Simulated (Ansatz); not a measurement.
**CeO2 (fluorite): zero-pressure volume and bulk modulus with PBEsol + D3(BJ)**

An exercise on one series of results from a longer session: the logs are not shown, and one member is left open.

Computed with Ansatz 0.2.0 (DFT PBEsol + D3(BJ), scalar-relativistic, plane waves, PAW, unless a step's input says otherwise).

2 further runs of the same task are left out: 1 that didn't finish, 1 set aside as unsound or not needed.

**The system as given**

The structure is cubic, space group Fm-3m (No. 225). The conventional cell has a = 5.410 Å, b = 5.410 Å, c = 5.410 Å, α = 90.00°, β = 90.00°, γ = 90.00°. Around Ce (site symmetry m-3m) lie 8 O at 2.34 Å. Around O (site symmetry -43m) lie 4 Ce at 2.34 Å.

Structure file:

```xyz
3
Lattice="0.0000 2.7049 2.7049 2.7049 0.0000 2.7049 2.7049 2.7049 0.0000" Properties=species:S:1:pos:R:3 pbc="T T T"
Ce    0.0000    0.0000    0.0000
O     1.3524    1.3524    1.3524
O     4.0573    4.0573    4.0573
```

At PBE, an earlier run found 5.60 GPa for this cell of 13.193 Å³/atom (8×8×8 mesh), mesh gap 1.99 eV. The cell is compressed at this level.

The first run:

Contents of input.yaml:

```yaml
crystal:
  lattice:
    - [0.0, 2.7048609279, 2.7048609279]
    - [2.7048609279, 0.0, 2.7048609279]
    - [2.7048609279, 2.7048609279, 0.0]
  atoms:
    - { symbol: Ce, position: [0.0, 0.0, 0.0] }
    - { symbol: O, position: [0.25, 0.25, 0.25] }
    - { symbol: O, position: [0.75, 0.75, 0.75] }
basis:
  ecutwfc: 420
  ecutrho_ratio: 4
kpoints:
  mp_grid: { grid: [8, 8, 8] }
hamiltonian:
  xc: pbesol
  dispersion: d3bj
scf:
  occupations: { method: gaussian, width: 0.05 }
output:
  forces: true
  stress: true
  eigenvalues: true
```

The run is started by

```bash
ansatz run input.yaml --threads 4 --pin off --max-ram 6144MiB --backend cpu --events-out ev --progress --plain --runs-dir out
```

Among the steps run: At the given cell; Stepping to 12.809 Å³/atom; Stepping to 12.894 Å³/atom; Volume × 0.98 of the new zero; Volume × 1.02 of the new zero; Volume × 0.96 of the new zero; Volume × 1.04 of the new zero.

One of the session's tables, all rows but one given; the rest of the session is left out.

```
volume (Å³/atom)  energy (meV/atom)  pressure (GPa)
          12.378              13.89            8.95
          12.636               3.33            4.24
          12.894               0.00            0.00
          13.152                  ?               ?
          13.410              12.10           -7.21
```

Estimate the missing values for volume (Å³/atom) = 13.152.

Worked estimate for «energy (meV/atom)». A straight line through the neighbours (12.894, 0.00) and (13.410, 12.10) gives 0.00 + (12.10 − 0.00) × (13.152 − 12.894) / (13.410 − 12.894) = 6.05; a parabola fitted to 3 rows on both sides gives 2.92.

**Answer.** energy (meV/atom): 3.12; pressure (GPa): -3.80. In «energy (meV/atom)» the line misses by +2.93 and the parabola by -0.20.

volume (Å³/atom), energy (meV/atom) and a bar:
```
    12.38       13.9 ##############################
    12.64        3.3 #######
    12.89        0.0 
    13.15        3.1 #######
    13.41       12.1 ##########################
```
